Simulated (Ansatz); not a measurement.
# CH₆OSi₂: basis-set convergence

Aim: see how fast density functionals converge with the basis set for CH₆OSi₂.

The runs use Ansatz 0.2.0, Gaussian basis; one geometry, several basis sets.

Plan: PBE0-D4/def2-SVP; ωB97M-V/def2-SVP; PBE0-D4/def2-QZVPP; ωB97M-V/def2-QZVPP; the functionals' def2-TZVPP values are taken from earlier runs.

### 1 The relaxed structure

An earlier PBE0-D4 in a triple-zeta def2 set relaxation fixed the geometry.

10 atoms, charge 0, spin multiplicity 1.

Atoms are counted from 1 here; the program's logs count them from 0.

Bond lengths: O1–Si2 1.637 Å, O1–H5 0.959 Å, Si2–C3 1.805 Å, Si2–Si4 2.507 Å, Si2–H6 1.477 Å, C3–Si4 1.974 Å, C3–H7 1.088 Å, C3–H8 1.087 Å, Si4–H9 1.531 Å, Si4–H10 1.762 Å. Angles: Si2–O1–H5 118.6°, O1–Si2–C3 115.7°, O1–Si2–Si4 126.2°, O1–Si2–H6 113.2°, C3–Si2–Si4 51.4°, C3–Si2–H6 120.7°, Si4–Si2–H6 116.1°, Si2–C3–Si4 83.0°, Si2–C3–H7 115.5°, Si2–C3–H8 116.4°, Si4–C3–H7 113.0°, Si4–C3–H8 114.0°, H7–C3–H8 112.0°, Si2–Si4–C3 45.6°, Si2–Si4–H9 78.7°, Si2–Si4–H10 40.4°, C3–Si4–H9 92.5°, C3–Si4–H10 85.0° and more.

### 2 PBE0-D4 in def2-SVP

in.yaml

```yaml
crystal:
  periodic: [false, false, false]
  atoms:
    - {symbol: O, position_ang: [-1.254849, 1.165008, -1.151244]}
    - {symbol: Si, position_ang: [-0.397106, 0.520281, 0.085144]}
    - {symbol: C, position_ang: [1.225568, -0.139616, -0.349948]}
    - {symbol: Si, position_ang: [0.424308, -1.842682, 0.245594]}
    - {symbol: H, position_ang: [-2.193176, 1.317591, -1.028450]}
    - {symbol: H, position_ang: [-0.604918, 1.225319, 1.366636]}
    - {symbol: H, position_ang: [1.465169, -0.130753, -1.411249]}
    - {symbol: H, position_ang: [2.061628, 0.193165, 0.259715]}
    - {symbol: H, position_ang: [0.447130, -1.416578, 1.715985]}
    - {symbol: H, position_ang: [-1.090552, -0.942935, 0.270718]}
basis:
  gaussian: {orbitals: def2-SVP}
hamiltonian: {xc: pbe0, dispersion: d4}
output: {orbitals: {seedname: orbitals}}
```

On the command line:

```console
$ ansatz run in.yaml --threads 2 --pin off --events-out ev --progress --plain --max-ram 4352MiB
```

Further steps of the session: ωB97M-V in def2-SVP; PBE0-D4 in def2-QZVPP; ωB97M-V in def2-QZVPP.

Before running them: what should the planned runs give, taken together? Wanted: PBE0-D4: double and triple zeta above quadruple; ωB97M-V: double and triple zeta above quadruple.

As calculated:

| quantity | value |
| --- | --- |
| PBE0-D4: double and triple zeta above quadruple | 10.27, 0.72 eV |
| ωB97M-V: double and triple zeta above quadruple | 10.38, 0.68 eV |

What this shows: PBE0-D4 gains 9.55 eV from double to triple zeta, then 0.72 eV more. These are total energies; as a rule much of such shifts cancels in differences, which this series doesn't test.
